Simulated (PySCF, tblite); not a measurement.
**C5H13AlOSi: geometry, infrared bands and NMR shifts**

What infrared bands and NMR shifts should C5H13AlOSi (`C[C@H]1C[CH2][Al]([O][SiH3])[CH2]1`) show?

Computed with tblite 0.8.0 and PySCF 2.14.0, with density-fitted response routines of our own, on a single molecule in the gas phase. Atoms are numbered from 0 throughout.

### 1 The starting structure

21 atoms, charge 0, multiplicity 1; geometry from: force field or distance geometry start.

Bonds of the start (Å): C0–C1 1.50, C1–C2 1.51, C2–C3 1.51, C3–Al4 2.00, Al4–O5 1.80, O5–Si6 1.70, Al4–C7 2.01, C7–C1 1.52, C0–H8 1.11, C0–H9 1.13, C0–H10 1.10, C1–H11 1.11, C2–H12 1.11, C2–H13 1.12, C3–H14 1.10, C3–H15 1.11, Si6–H16 1.47, Si6–H17 1.47, Si6–H18 1.48, C7–H19 1.10, C7–H20 1.10.

### 2 Optimising the geometry with GFN2-xTB

The job: settings as JSON, then the geometry in Å.

```
{"job": {"kind": "relax", "xc": "GFN2-xTB", "basis": "xTB"}, "charge": 0, "multiplicity": 1}
C     -2.466500    -0.730700    -0.217800
C     -1.684800     0.544900    -0.129100
C     -0.887000     0.697100     1.138600
C      0.073000    -0.462800     1.257000
Al     0.742200    -0.427400    -0.622800
O      2.386800    -0.701100    -1.311900
Si     3.678000    -0.267100    -0.290500
C     -0.741300     0.750300    -1.304100
H     -2.289100    -1.224700    -1.196500
H     -3.581400    -0.538600    -0.178000
H     -2.270100    -1.459100     0.577800
H     -2.404900     1.391400    -0.172600
H     -1.505900     0.842500     2.053900
H     -0.263600     1.620800     1.037100
H     -0.449300    -1.399200     1.500800
H      0.861700    -0.218000     2.000800
H      3.389700    -0.414600     1.138700
H      4.182700     1.078100    -0.604400
H      4.793700    -1.188300    -0.595800
H     -0.410400     1.792600    -1.383100
H     -1.162000     0.330800    -2.234500
```

Launch:

```sh
$ OMP_NUM_THREADS=1 python probes_run.py task.json out
```

The driver reads the jobs from task.json and runs them one after another.

**Question.** This job is followed by: GFN2-xTB harmonic vibrations, gas phase; GIAO PBE0/pcSseg-1 NMR shielding, non-relativistic, gas phase. Predict these results of the whole session: strongest single infrared mode (GFN2-xTB); zero-point energy (GFN2-xTB); 13C shifts against TMS (PBE0/pcSseg-1); 1H shifts against TMS (PBE0/pcSseg-1, means over atoms taken as alike); 27Al shifts against AlH4- (PBE0/pcSseg-1); 17O shifts against H2O (PBE0/pcSseg-1); 29Si shifts against TMS (PBE0/pcSseg-1); surface potential, 1st and 99th percentile.

The runs gave:

```
                                                              quantity                                                     value
                             strongest single infrared mode (GFN2-xTB)                                     1037 cm⁻¹, 659 km/mol
                                          zero-point energy (GFN2-xTB)                                            102.5 kcal/mol
                                13C shifts against TMS (PBE0/pcSseg-1)                          35.4, 30.2, 28.0, 17.2, -1.5 ppm
1H shifts against TMS (PBE0/pcSseg-1, means over atoms taken as alike)  5.39, 2.34, 2.03, 1.25, 0.78, 0.35, 0.22, 0.15, 0.06 ppm
                             27Al shifts against AlH4- (PBE0/pcSseg-1)                                                 129.0 ppm
                                17O shifts against H2O (PBE0/pcSseg-1)                                                  60.3 ppm
                               29Si shifts against TMS (PBE0/pcSseg-1)                                                 -40.8 ppm
                                 surface potential, 1st and 99th percentile                                        -0.34 V and 2.21 V
```

What this shows: The optimisation took 178 steps and gained 1.286 eV; among the close pairs (by a distance rule), Al4–O5 changed most, from 1.804 to 1.674 Å. The lowest mode is slightly imaginary (6i cm⁻¹), a soft motion within the noise of the Hessian, so the minimum is not strictly shown. The strongest single mode, at 1037 cm⁻¹, moves mainly O5. GFN2-xTB is a fitted tight-binding method: band positions and strengths are rough. Its intensities can rank the bands wrongly. At PBE0/pcSseg-1: The largest span, 112 ppm, is at Si6, where the paramagnetic term is -489 ppm.
